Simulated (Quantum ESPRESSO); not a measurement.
TiNb under changes of volume

One of the cells (17.673 Å³/atom); the others are scaled copies at fixed shape and fractional positions:

```xyz
2
Lattice="1.6410 -2.3180 0.0000 1.6410 2.3180 0.0000 0.0000 0.0000 4.6459" Properties=species:S:1:pos:R:3 pbc="T T T"
Nb    0.0000    0.0000    0.0000
Ti    1.6410    0.0000    2.3230
```

The cell comes from a database or a generator and needn't be the stable form of this composition.

```yaml
Program: Quantum ESPRESSO 7.5
Functional: r2SCAN
Potentials_or_basis: SG15 PBE 1.2
Cutoff: 952 eV
Density_cutoff: 3810 eV
k_mesh: 7 × 7 × 4
Occupations: fermi-dirac, width 0.05 eV
Spin: no spin polarisation
```

```tsv
volume (Å³/atom)	energy over the lowest point (meV/atom)	pressure (GPa)
16.612	25.27	8.6
16.966	9.71	5.1
17.319	1.52	2.0
17.673	0.00	-0.9
18.026	?	?
18.380	14.84	-6.1
18.733	30.28	-8.3
```

Problem. What does the run at 18.026 Å³/atom give?

Solution. Energy over the lowest point 4.62 meV/atom; pressure -3.6 GPa.

Worked out: A Birch-Murnaghan fit of order 3 (a polynomial in V^(-2/3)) to the other rows has its minimum at 17.58 Å³/atom with B0 = V·E''(V) = 142 GPa and B' = 3.2 at fixed shape and positions, which overstates the stiffness. It gives 4.59 meV/atom at 18.026 Å³/atom, against the run's 4.62, and -dE/dV = -3.4 GPa, against -3.6.

Energies are extrapolated to zero smearing.

Caveats: the potentials were made for another functional, which shifts forces and pressure.
